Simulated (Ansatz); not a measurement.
**MoTe2 (P6_3/mmc): equation of state**

One table from this session's results is given with a row withheld; the runs are named, their logs left out.

Computed with Ansatz 0.2.0 (DFT PBE, scalar-relativistic, plane waves, PAW, unless a step's input says otherwise).

These runs use a low cutoff (300 eV) and a coarse mesh on purpose, to show what cheap settings give: their numbers aren't properties of the material.

The runs add the D3(BJ) dispersion term to the functional named.

## The starting structure

Symmetry: P6_3/mmc, No. 194, hexagonal system. The conventional cell has a = 3.497 Å, b = 3.497 Å, c = 13.689 Å, α = 90.00°, β = 90.00°, γ = 120.00°. Te (site symmetry 3m) is surrounded by 3 Mo at 2.72 Å. Mo (site symmetry -6m2) has 6 Te at 2.72 Å as nearest neighbours.

Coordinates:

```xyz
6
Lattice="3.4967 0.0000 0.0000 -1.7483 3.0282 0.0000 0.0000 0.0000 13.6893" Properties=species:S:1:pos:R:3 pbc="T T T"
Te    0.0000    2.0188    8.4488
Te    1.7483    1.0094    1.6041
Te    0.0000    2.0188   12.0851
Te    1.7483    1.0094    5.2405
Mo    0.0000    2.0188    3.4223
Mo    1.7483    1.0094   10.2670
```

This cell comes from an earlier session at PBE: 24.159 Å³/atom at 0.00 GPa, on a 6×6×2 mesh.

Volume factors to run: 0.980, 1.020, 0.960, 1.040.

The first run:

Input file input.yaml:

```yaml
crystal:
  lattice:
    - [3.4732053201, 0.0, 0.0]
    - [-1.73660266, 3.0078840398, 0.0]
    - [0.0, 0.0, 13.5974122998]
  atoms:
    - { symbol: Te, position: [0.3333333333, 0.6666666667, 0.6171821091] }
    - { symbol: Te, position: [0.6666666667, 0.3333333333, 0.1171821091] }
    - { symbol: Te, position: [0.3333333333, 0.6666666667, 0.8828178909] }
    - { symbol: Te, position: [0.6666666667, 0.3333333333, 0.3828178909] }
    - { symbol: Mo, position: [0.3333333333, 0.6666666667, 0.25] }
    - { symbol: Mo, position: [0.6666666667, 0.3333333333, 0.75] }
basis:
  ecutwfc: 300
  ecutrho_ratio: 4
kpoints:
  mp_grid: { grid: [6, 6, 2] }
hamiltonian:
  xc: pbe
  dispersion: d3bj
scf:
  occupations: { method: gaussian, width: 0.05 }
output:
  forces: true
  stress: true
  eigenvalues: true
relax:
  f_tol: 0.01
  max_steps: 40
  cell: { stress_tol: 0.1, fix: [volume] }
```

Command:

```
$ ansatz run input.yaml --threads 2 --pin off --max-ram 5120MiB --backend cpu --events-out ev --progress --plain --runs-dir out
```

Among the steps run: Volume × 0.980; Volume × 1.020; At 0.960 of the relaxed volume; Scaling the volume by 1.040.

One of the session's tables, all rows but one given; the rest of the session is left out.

```
volume (Å³/atom)  energy (meV/atom)  pressure (GPa)  gap (eV)
          23.192               6.30            2.24      0.60
          23.675                  ?               ?         ?
          24.159               0.00            0.00      0.71
          24.642               1.93           -0.86      0.76
          25.125               5.44           -1.52      0.82
```

Estimate the missing values for volume (Å³/atom) = 23.675.

Worked estimate for «energy (meV/atom)». A straight line through the neighbours (23.192, 6.30) and (24.159, 0.00) gives 6.30 + (0.00 − 6.30) × (23.675 − 23.192) / (24.159 − 23.192) = 3.15; a parabola fitted to 3 rows on both sides gives 1.46.

The run gave: energy (meV/atom): 2.38; pressure (GPa): 1.03; gap (eV): 0.66. In «energy (meV/atom)» the line misses by +0.77 and the parabola by -0.92.

volume (Å³/atom), energy (meV/atom) and a bar:
```
    23.19        6.3 ##############################
    23.68        2.4 ###########
    24.16        0.0 
    24.64        1.9 #########
    25.12        5.4 ##########################
```

Caveats from the session: Warnings in the runs' records: cutoff below recommended.
